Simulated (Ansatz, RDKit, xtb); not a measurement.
# C3H11NSi: ranking a sample of isomers

A sample of isomers of C3H11NSi is drawn. Aim: find which of them has the lowest free energy at 298.15 K, then its properties. The sample is small against all isomers, and the most stable one of this formula need not be in it.

Plan: many cheap relaxations first (GFN2-xTB), then density-functional screening, relaxation at B3LYP/def2-SVP, vibrations (at GFN2-xTB) and a final energy. The numbers are computed, not measured.

## 1. Candidates

Isomers were taken from a list of plausible structures; this is a sample, not all of them. That gives 5 candidates.

```
label             SMILES     spin
 c083  C[C@@H](N)C[SiH3]  singlet
 c100  C[C@@H]([SiH3])CN  singlet
 c888     CC(C)(N)[SiH3]  singlet
 c933         NCCC[SiH3]  singlet
 c941  CC[C@@H](N)[SiH3]  singlet
```

Candidates are built by distance geometry, with a force field where one applies, in up to four conformers (letters a to d).

Q: Predict the outcome of this search (final energies at CCSD(T)/def2-SVP + MP2/def2-TZVPP - MP2/def2-SVP).

| quantity | value |
| --- | --- |
| lowest structure found | C[C@@H](N)C[SiH3], singlet |
| next finalist | CC(C)(N)[SiH3], singlet, 2.6 kcal/mol higher in G |
| share at equilibrium, among the finalists | 98.5 % |

`C[C@@H](N)C[SiH3]` comes out lowest. The margin, 2.6 kcal/mol, is modest. GFN2-xTB, HF/STO-3G, r2SCAN-D4/def2-SVP, B3LYP/def2-SVP, HF/def2-SVP and MP2/def2-SVP already put its bonding pattern lowest among the structures in one piece. 4 minima inside the window were never screened. The search is not exhaustive (a finite list of starts, one conformer a finalist), so a lower isomer can't be ruled out. Only 5 drawn patterns were tried, so whole families of isomers are missing, and the result ranks this sample alone.
